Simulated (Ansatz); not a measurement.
# CaZn23S24: the cost of one run

Method: DFT, PBE, plane-wave PAW, default files, scalar-relativistic, in Ansatz 0.2.0.

1 further run of the same task is left out (it didn't finish).

## Step 1: The starting structure

The structure is trigonal, space group P3m1 (No. 156). Conventional cell: a = 7.616 Å, b = 7.616 Å, c = 18.679 Å, α = 90.00°, β = 90.00°, γ = 120.00°. Zn (site symmetry m) is surrounded by 4 S at 2.33 Å. Zn (site symmetry 3m) has 4 S at 2.33 Å as nearest neighbours. Ca (site symmetry 3m) is surrounded by 4 S at 2.33 Å. Only part of the 24 independent sites is listed.

Coordinates:

```
Zn Ca S
1.0
     7.61592    0.00000    0.00000
    -3.80796    6.59558    0.00000
     0.00000    0.00000   18.67874
Zn Ca S
23 1 24
Cartesian
  0.0000 2.1985 15.5643
  -1.9040 5.4963 15.5643
  3.8080 2.1985 15.5643
  1.9040 5.4963 15.5643
  1.9040 1.0993 6.2250
  0.0000 4.3971 6.2250
  5.7119 1.0993 6.2250
  3.8080 4.3971 6.2250
  0.0000 4.3971 12.4562
  5.7119 1.0993 12.4562
  3.8080 4.3971 12.4562
  0.0000 2.1985 3.1168
  -1.9040 5.4963 3.1168
  3.8080 2.1985 3.1168
  1.9040 5.4963 3.1168
  0.0000 0.0000 9.3383
  -1.9040 3.2978 9.3383
  3.8080 0.0000 9.3383
  1.9040 3.2978 9.3383
  0.0000 0.0000 18.6776
  -1.9040 3.2978 18.6776
  3.8080 0.0000 18.6776
  1.9040 3.2978 18.6776
  1.9040 1.0993 12.4562
  0.0000 2.1985 17.8964
  -1.9040 5.4963 17.8964
  3.8080 2.1985 17.8964
  1.9040 5.4963 17.8964
  1.9040 1.0993 8.5570
  0.0000 4.3971 8.5570
  5.7119 1.0993 8.5570
  3.8080 4.3971 8.5570
  1.9040 1.0993 14.7881
  0.0000 4.3971 14.7881
  5.7119 1.0993 14.7881
  3.8080 4.3971 14.7881
  0.0000 2.1985 5.4487
  -1.9040 5.4963 5.4487
  3.8080 2.1985 5.4487
  1.9040 5.4963 5.4487
  0.0000 0.0000 11.6762
  -1.9040 3.2978 11.6762
  3.8080 0.0000 11.6762
  1.9040 3.2978 11.6762
  0.0000 0.0000 2.3368
  -1.9040 3.2978 2.3368
  3.8080 0.0000 2.3368
  1.9040 3.2978 2.3368
```

Atom 9 of the input is the impurity.

## Step 2: Single point at the given positions

Input file input.yaml:

```yaml
crystal:
  lattice:
    - [7.6159237572, 0.0, 0.0]
    - [-3.8079618786, 6.595583447, 0.0]
    - [0.0, 0.0, 18.67874373]
  atoms:
    - { symbol: Zn, position: [0.1666666667, 0.3333333333, 0.83326482] }
    - { symbol: Zn, position: [0.1666666667, 0.8333333333, 0.83326482] }
    - { symbol: Zn, position: [0.6666666667, 0.3333333333, 0.83326482] }
    - { symbol: Zn, position: [0.6666666667, 0.8333333333, 0.83326482] }
    - { symbol: Zn, position: [0.3333333333, 0.1666666667, 0.33326482] }
    - { symbol: Zn, position: [0.3333333333, 0.6666666667, 0.33326482] }
    - { symbol: Zn, position: [0.8333333333, 0.1666666667, 0.33326482] }
    - { symbol: Zn, position: [0.8333333333, 0.6666666667, 0.33326482] }
    - { symbol: Ca, position: [0.3333333333, 0.1666666667, 0.66686373] }
    - { symbol: Zn, position: [0.3333333333, 0.6666666667, 0.66686373] }
    - { symbol: Zn, position: [0.8333333333, 0.1666666667, 0.66686373] }
    - { symbol: Zn, position: [0.8333333333, 0.6666666667, 0.66686373] }
    - { symbol: Zn, position: [0.1666666667, 0.3333333333, 0.16686373] }
    - { symbol: Zn, position: [0.1666666667, 0.8333333333, 0.16686373] }
    - { symbol: Zn, position: [0.6666666667, 0.3333333333, 0.16686373] }
    - { symbol: Zn, position: [0.6666666667, 0.8333333333, 0.16686373] }
    - { symbol: Zn, position: [0.0, 0.0, 0.49994121] }
    - { symbol: Zn, position: [0.0, 0.5, 0.49994121] }
    - { symbol: Zn, position: [0.5, 0.0, 0.49994121] }
    - { symbol: Zn, position: [0.5, 0.5, 0.49994121] }
    - { symbol: Zn, position: [0.0, 0.0, 0.99994121] }
    - { symbol: Zn, position: [0.0, 0.5, 0.99994121] }
    - { symbol: Zn, position: [0.5, 0.0, 0.99994121] }
    - { symbol: Zn, position: [0.5, 0.5, 0.99994121] }
    - { symbol: S, position: [0.1666666667, 0.3333333333, 0.95811559] }
    - { symbol: S, position: [0.1666666667, 0.8333333333, 0.95811559] }
    - { symbol: S, position: [0.6666666667, 0.3333333333, 0.95811559] }
    - { symbol: S, position: [0.6666666667, 0.8333333333, 0.95811559] }
    - { symbol: S, position: [0.3333333333, 0.1666666667, 0.45811559] }
    - { symbol: S, position: [0.3333333333, 0.6666666667, 0.45811559] }
    - { symbol: S, position: [0.8333333333, 0.1666666667, 0.45811559] }
    - { symbol: S, position: [0.8333333333, 0.6666666667, 0.45811559] }
    - { symbol: S, position: [0.3333333333, 0.1666666667, 0.79170821] }
    - { symbol: S, position: [0.3333333333, 0.6666666667, 0.79170821] }
    - { symbol: S, position: [0.8333333333, 0.1666666667, 0.79170821] }
    - { symbol: S, position: [0.8333333333, 0.6666666667, 0.79170821] }
    - { symbol: S, position: [0.1666666667, 0.3333333333, 0.29170821] }
    - { symbol: S, position: [0.1666666667, 0.8333333333, 0.29170821] }
    - { symbol: S, position: [0.6666666667, 0.3333333333, 0.29170821] }
    - { symbol: S, position: [0.6666666667, 0.8333333333, 0.29170821] }
    - { symbol: S, position: [0.0, 0.0, 0.62510743] }
    - { symbol: S, position: [0.0, 0.5, 0.62510743] }
    - { symbol: S, position: [0.5, 0.0, 0.62510743] }
    - { symbol: S, position: [0.5, 0.5, 0.62510743] }
    - { symbol: S, position: [0.0, 0.0, 0.12510743] }
    - { symbol: S, position: [0.0, 0.5, 0.12510743] }
    - { symbol: S, position: [0.5, 0.0, 0.12510743] }
    - { symbol: S, position: [0.5, 0.5, 0.12510743] }
kpoints:
  mp_grid: { grid: [3, 3, 1] }
scf:
  occupations: { method: fermi_dirac, width: 0.01 }
hamiltonian:
  xc: pbe
  pseudopotentials: { kind: paw }
output:
  forces: true
  stress: true
  populations: true
  efg:
    quadrupole_moments_barn: { Zn: 0.122, Ca: -0.0408, S: -0.0694 }
    contact_densities: true
```

Command:

```
ansatz run input.yaml --threads 1 --pin off --max-ram 3072MiB --backend cpu --events-out ev --progress --plain --runs-dir out
```

What time and memory should one allow on 1 thread of Arm Neoverse V2, shared host?

About 2.8 min, with a peak of 1.8 GiB.
